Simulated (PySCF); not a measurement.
# C6H9OP: the cost of one run

The runs use PySCF 2.14.0, with density-fitted response routines of our own; the level of theory stands in each step. All values are computed, except where a source is named. Atoms count from 0, in the outputs and in this text.

### Step 1. The starting structure

17 atoms, charge 0, multiplicity 1; geometry from: GFN2-xTB.

Bonds of the start (Å): C0–C1 1.32, C1–P2 1.82, P2–O3 1.46, P2–C4 1.82, C4–C5 1.32, P2–C6 1.82, C6–C7 1.32, C0–H8 1.08, C0–H9 1.08, C1–H10 1.08, C4–H11 1.08, C5–H12 1.08, C5–H13 1.08, C6–H14 1.08, C7–H15 1.08, C7–H16 1.08.

### Step 2. Optimising the geometry at PBE0-D3(BJ)/def2-SVP

Job settings and geometry (Å):

```
{"job": {"xc": "PBE0", "basis": "def2-SVP", "d3": "d3bj", "grid": 1, "kind": "geom"}, "charge": 0, "multiplicity": 1}
C     -1.712103    -2.028540     0.611519
C     -0.764059    -1.543108    -0.169337
P     -0.099962     0.110812     0.190222
O     -0.699885     0.777736     1.347929
C     -0.289941     0.996963    -1.385791
C     -0.933026     2.150459    -1.391563
C      1.692735    -0.167557     0.310833
C      2.327028     0.236461     1.396407
H     -2.157493    -3.000047     0.466556
H     -2.071212    -1.438630     1.440407
H     -0.362772    -2.084013    -1.014108
H      0.129713     0.552388    -2.276606
H     -1.088932     2.735275    -2.284250
H     -1.329799     2.543025    -0.468238
H      2.190657    -0.657628    -0.513184
H      3.387825     0.107841     1.543015
H      1.774228     0.720593     2.186277
```

Run with:

```
$ OMP_NUM_THREADS=1 python probes_run.py task.json out
```

This one command runs all jobs of the session in turn.

Q: Estimate the wall time and peak memory of this first job on 1 thread of Arm Neoverse V1, shared host.

About 58 s, with a peak of 0.66 GiB.
